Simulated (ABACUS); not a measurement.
Runs of ABACUS 3.10.1 on NiMoIrPdW. It takes space group P3m1 (No. 156, trigonal). The conventional cell has a = 2.761 Å, b = 2.761 Å, c = 11.341 Å, α = 90.00°, β = 90.00°, γ = 120.00°. Ir (site symmetry 3m) has 3 Mo at 2.66 Å and 6 Ir at 2.76 Å and 3 Pd at 2.84 Å as nearest neighbours. W (site symmetry 3m) has 3 Ni at 2.59 Å and 1 Mo at 2.66 Å and 6 W at 2.76 Å as nearest neighbours. Around Pd (site symmetry 3m) lie 3 Ni at 2.68 Å and 6 Pd at 2.76 Å and 3 Ir at 2.84 Å. Mo (site symmetry 3m) has 3 Ir at 2.66 Å and 1 W at 2.66 Å and 6 Mo at 2.76 Å as nearest neighbours. Around Ni (site symmetry 3m) lie 3 W at 2.59 Å and 3 Pd at 2.68 Å and 6 Ni at 2.76 Å. The cell was built by a generator and needn't be a form met in nature.

```tsv
level	D2 scale factor	gap on the mesh (eV)	pressure (GPa)	moment (μB)	largest force (eV/Å)
BLYP+D2	1.2	none	(c)	0.00	0.99
BLYP+D3(BJ)+ABC	-	none	-2.6	0.00	0.55
BLYP+D3	-	none	-2.7	0.00	0.46
BLYP+D3(BJ)	-	none	(b)	0.00	0.55
BLYP	-	none	(a)	0.00	0.63
```

Alike in all rows: task single point; potentials or basis PseudoDojo NC SR 0.4.1 PBE standard, DZP LCAO (the cutoffs set its grid); spin collinear, ferromagnetic start; cell as given; k mesh 11 × 11 × 3; cutoff (eV) 1361; smearing fermi-dirac 0.05 eV.

Question: Fill in the values left out.

Answer: (a) 11.1; (b) -4.1; (c) -11.1.

Caveats: the atomic orbitals were generated for these runs and aren't a published set; this set's palladium file may shift the pressure by some GPa; the potentials were made for another functional, which shifts forces and pressure; the basis of atomic orbitals isn't converged, which shifts pressures, moduli and gaps; pairwise dispersion overbinds metals, which lowers pressure and volume (some runs).

A k mesh can miss the band edges, and the runs leave out spin-orbit coupling on Ir, Mo, Pd, W.

A gap of «none» marks a metal or a gap under the smearing width.

Runs at the PBE level aren't shown here.
